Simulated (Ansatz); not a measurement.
# K2HfSe3: the cost of one run

Program: Ansatz 0.2.0. Level of theory: DFT PBE, scalar-relativistic, plane waves, PAW. These are calculated values, not measurements.

2 further runs of the same task are left out: 1 that didn't finish, 1 set aside as unsound or not needed.

## 1. The structure to begin with

It takes space group P6/mmm (No. 191, hexagonal). Conventional cell: a = 6.959 Å, b = 6.959 Å, c = 4.091 Å, α = 90.00°, β = 90.00°, γ = 120.00°. Around K (site symmetry -6m2) lie 6 Se at 2.87 Å. Hf (site symmetry 6/mmm) is surrounded by 6 K at 4.02 Å and 12 Se at 4.04 Å and 2 Hf at 4.09 Å. Se (site symmetry mmm) has 4 K at 2.87 Å and 4 Hf at 4.04 Å as nearest neighbours.

Structure file:

```cif
data_structure
_symmetry_space_group_name_H-M 'P 1'
_symmetry_Int_Tables_number 1
_cell_length_a 6.9591
_cell_length_b 6.9591
_cell_length_c 4.0906
_cell_angle_alpha 90.000
_cell_angle_beta 90.000
_cell_angle_gamma 120.000
_cell_volume 171.57
loop_
_atom_site_label
_atom_site_type_symbol
_atom_site_fract_x
_atom_site_fract_y
_atom_site_fract_z
_atom_site_occupancy
K1 K 0.33333 0.66667 0.50000 1
K2 K 0.66667 0.33333 0.50000 1
Hf1 Hf 0.00000 0.00000 0.50000 1
Se1 Se 0.00000 0.50000 0.00000 1
Se2 Se 0.50000 0.00000 0.00000 1
Se3 Se 0.50000 0.50000 0.00000 1
```

A structure generator made this guess: species swapped into a database cell of TmB2Rh3 (P6/mmm, No. 191), with Hf on the Tm sites, K on the B sites and Se on the Rh sites. The dimensions are guesses.

## 2. Probe: one point on a coarse mesh

input.yaml reads:

```yaml
crystal:
  lattice:
    - [6.95910913, 0.0, 0.0]
    - [-3.47955457, 6.0267653, 0.0]
    - [0.0, 0.0, 4.09063665]
  atoms:
    - { symbol: K, position: [0.33333333, 0.66666667, 0.5] }
    - { symbol: K, position: [0.66666667, 0.33333333, 0.5] }
    - { symbol: Hf, position: [0.0, 0.0, 0.5] }
    - { symbol: Se, position: [0.0, 0.5, 0.0] }
    - { symbol: Se, position: [0.5, 0.0, 0.0] }
    - { symbol: Se, position: [0.5, 0.5, 0.0] }
basis:
  ecutwfc: 420
kpoints:
  mp_grid: { grid: [3, 3, 4] }
hamiltonian:
  xc: pbe
scf:
  occupations: { method: gaussian, width: 0.1 }
  lower_state_search: "off"
output:
  forces: true
  stress: true
  eigenvalues: true
```

Launch:

```bash
> ansatz run input.yaml --threads 1 --pin off --max-ram 2560MiB --backend cpu --events-out ev --progress --plain --runs-dir out
```

Q: Estimate wall time and peak memory on 1 thread of Arm Neoverse V1, shared host.

About 7.2 s, with a peak of 0.44 GiB.
